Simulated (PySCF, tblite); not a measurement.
# C₈H₁₁O₂−: geometry, infrared bands and NMR shifts

Aim: predict the infrared bands and NMR shifts of C₈H₁₁O₂− (`C=C/C=C(/CC)CC(=O)[O-]`).

Computed with tblite 0.8.0 and PySCF 2.14.0, with density-fitted response routines of our own, on a single molecule in the gas phase. Atoms count from 0, in the outputs and in this text.

## Step 1: Starting geometry

21 atoms, charge -1, multiplicity 1; geometry from: force field or distance geometry start.

Bonds of the start (Å): C0–C1 1.34, C1–C2 1.44, C2–C3 1.35, C3–C4 1.52, C4–C5 1.52, C3–C6 1.52, C6–C7 1.53, C7–O8 1.26, C7–O9 1.27, C0–H10 1.07, C0–H11 1.09, C1–H12 1.10, C2–H13 1.09, C4–H14 1.10, C4–H15 1.10, C5–H16 1.09, C5–H17 1.10, C5–H18 1.09, C6–H19 1.10, C6–H20 1.09.

## Step 2: Optimising the geometry with GFN2-xTB

Job settings and geometry (Å):

```
{"job": {"kind": "relax", "xc": "GFN2-xTB", "basis": "xTB"}, "charge": -1, "multiplicity": 1}
C      2.581400    -0.639400    -2.287900
C      1.846300    -0.052800    -1.329600
C      0.511100    -0.461800    -0.989000
C     -0.238500     0.015300     0.026800
C     -1.676400    -0.448500     0.204000
C     -1.843800    -1.498500     1.283800
C      0.259100     0.991300     1.082400
C     -0.138300     2.439600     0.781600
O      0.755800     3.137100     0.227700
O     -1.311400     2.767000     1.155600
H      3.568900    -0.277900    -2.508400
H      2.185400    -1.464600    -2.874300
H      2.273100     0.784600    -0.764700
H      0.052400    -1.176700    -1.675600
H     -2.051700    -0.858400    -0.744300
H     -2.323700     0.412700     0.423200
H     -2.879800    -1.827200     1.336400
H     -1.572400    -1.109800     2.271800
H     -1.214300    -2.371600     1.093100
H     -0.134900     0.717300     2.077000
H      1.343000     0.939200     1.209900
```

Launch:

```sh
$ OMP_NUM_THREADS=1 python probes_run.py task.json out
```

One launch serves the whole session: the jobs run in the order shown.

**Question.** This job is followed by: GFN2-xTB harmonic vibrations, gas phase; GIAO PBE0/pcSseg-1 NMR shielding, non-relativistic, gas phase. Predict these results of the whole session: strongest single infrared mode (GFN2-xTB); zero-point energy (GFN2-xTB); ¹³C shifts against TMS (PBE0/pcSseg-1); ¹H shifts against TMS (PBE0/pcSseg-1, means over atoms taken as alike); ¹⁷O shifts against H2O (PBE0/pcSseg-1).

The runs gave:

| quantity | value |
| --- | --- |
| strongest single infrared mode (GFN2-xTB) | 1856 cm⁻¹, 609 km/mol |
| zero-point energy (GFN2-xTB) | 105.8 kcal/mol |
| ¹³C shifts against TMS (PBE0/pcSseg-1) | 165.6, 163.4, 147.7, 120.1, 102.9, 54.7, 36.3, 17.9 ppm |
| ¹H shifts against TMS (PBE0/pcSseg-1, means over atoms taken as alike) | 7.37, 5.63, 4.49, 4.31, 3.04, 2.93, 0.89 ppm |
| ¹⁷O shifts against H2O (PBE0/pcSseg-1) | 339.4, 321.0 ppm |

**Reading.** Over 72 steps the energy fell by 0.304 eV; of the close pairs, C6–C7 changed most, 1.532 to 1.651 Å. All 57 modes are real, so the xTB geometry is a minimum. The strongest single mode, at 1856 cm⁻¹, moves mainly C7. GFN2-xTB is a fitted tight-binding method: band positions and strengths are rough. Its intensities can rank the bands wrongly. At PBE0/pcSseg-1: The widest tensor belongs to O9: span 367 ppm, with a paramagnetic part of -392 ppm.
